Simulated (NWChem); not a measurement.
# C2H6S2 (dimethyl disulfide): B3LYP/def2-SVP

What is the electronic atomisation energy of C2H6S2 (dimethyl disulfide) at B3LYP/def2-SVP? 

The calculation is run with NWChem 7.3.0.

4 further runs of the same task are left out: 4 that didn't finish.

## (1) The molecule

The species is C2H6S2 (10 atoms), meant as a singlet with charge 0. SMILES: `CSSC`. Geometry: relaxed at PBE0-D4/def2-TZVP. This is one conformer, not always the lowest.

Bond lengths: C1–S2 1.805 Å, S2–S3 2.027 Å, S3–C4 1.805 Å, C1–H5 1.090 Å, C1–H6 1.089 Å, C1–H7 1.093 Å, C4–H8 1.093 Å, C4–H9 1.090 Å, C4–H10 1.089 Å. Some angles: C1–S2–S3 103.4°, S2–S3–C4 103.4°, S2–C1–H5 111.3°, S2–C1–H6 110.5°, S2–C1–H7 106.2°, S3–C4–H8 106.2°, S3–C4–H9 111.3°, S3–C4–H10 110.6°, H5–C1–H6 110.3°, H5–C1–H7 109.0°.

## (2) The energy at B3LYP/def2-SVP (run 1)

Input file c2h6s2.nw:

```
start c2h6s2
title "C2H6S2 B3LYP"
memory total 2200 mb

geometry noautosym nocenter noautoz
 C    -1.051300    1.501800   -0.317200
 S     0.740400    1.356700   -0.153900
 S     0.967800   -0.119700    1.216900
 C     0.915200   -1.624600    0.221900
 H    -1.485400    0.595200   -0.738400
 H    -1.506100    1.726500    0.646700
 H    -1.228700    2.332500   -1.004300
 H     1.095800   -2.452600    0.911400
 H    -0.061400   -1.758100   -0.243200
 H     1.696600   -1.608900   -0.536800
end

basis "ao basis" spherical bse
 * library def2-SVP
end

dft
 xc b3lyp
 grid fine
 convergence energy 1e-08
 maxiter 100
 mulliken
 print low
end

task dft energy
```

Started as:

```
$ nwchem c2h6s2.nw > c2h6s2.out
```

The program printed:

```text
[...]
 d= 0,ls=0.0,diis     1   -875.8889195097 -1.10D+03  6.67D-03  3.76D-01     3.1
[...]
 d= 0,ls=0.0,diis     8   -875.9292458422 -1.41D-09  1.22D-06  1.46D-08    21.9
         Total DFT energy =     -875.929245842222
      One electron energy =    -1649.991945797297
           Coulomb energy =      615.379384677691
    Exchange-Corr. energy =      -64.525265759905
 Nuclear repulsion energy =      223.208581037290
[...]
      Total Density - Mulliken Population Analysis
     ---------------------------------------------
    Atom       Charge   Shell Charges
 -----------   ------   -------------------------------------------------------
    1 C    6     6.07   1.99  0.92  0.15  2.11  0.88  0.03
    2 S   16    16.10   2.00  1.98  1.27  0.64  5.93  1.81  2.36  0.10
    3 S   16    16.10   2.00  1.98  1.27  0.64  5.93  1.81  2.36  0.10
    4 C    6     6.07   1.99  0.92  0.15  2.11  0.88  0.03
    5 H    1     0.95   0.74  0.19  0.02
    6 H    1     0.94   0.74  0.18  0.02
    7 H    1     0.95   0.74  0.19  0.02
    8 H    1     0.95   0.74  0.19  0.02
    9 H    1     0.95   0.74  0.19  0.02
   10 H    1     0.94   0.74  0.18  0.02
[...]
```

It took 23 s on 1 thread of AMD EPYC 7R43 (Zen 3), shared host; peak memory 0.11 GiB.

## (3) The C atom (run 2)

Input file sp.nw:

```
start sp
title "C"
memory stack 880 mb heap 220 mb global 1100 mb

geometry units angstroms noautosym nocenter noautoz
 C     0.000000    0.000000    0.000000
end

basis spherical bse
 * library def2-SVP
end

dft
 xc b3lyp
 mult 3
 grid fine
 convergence energy 1e-08
 iterations 100
 mulliken
 noprint "final vectors analysis"
end

task dft energy
```

Run the same way, it converges to -37.81406 Eh (log not shown).

Run 3 isn't shown in full; the table further down has it.

## (4) The S atom (run 4)

Input file run.nw:

```
start run
memory total 2200 mb
charge 0
geometry noautosym nocenter noautoz
 S     0.000000    0.000000    0.000000
end
basis spherical bse
 * library def2-SVP
end
dft
 xc b3lyp
 mult 3
 grid fine
 convergence energy 1e-08
 maxiter 100
 mulliken
 noprint "final vectors analysis"
end
task dft energy
```

Run the same way, it converges to -397.99516 Eh (log not shown).

## (5) All runs side by side

```
run            level  partner  energy (Eh)  wall time
  1   B3LYP/def2-SVP     base  -875.929246       23 s
  2  UB3LYP/def2-SVP    atoms   -37.814061      1.1 s
  3  UB3LYP/def2-SVP    atoms    -0.501259     0.91 s
  4  UB3LYP/def2-SVP    atoms  -397.995160      1.4 s
```

## (6) Results

Level: B3LYP/def2-SVP.

```
                     quantity          value
         S atom: total energy  -397.99516 Eh
                 S atom: ⟨S²⟩          2.002
electronic atomisation energy      35.463 eV
```

What this shows: Taking the molecule apart into free atoms costs 35.46 eV (818 kcal/mol), before zero-point energy and without spin-orbit coupling. All runs together took 26 s, the longest 23 s.
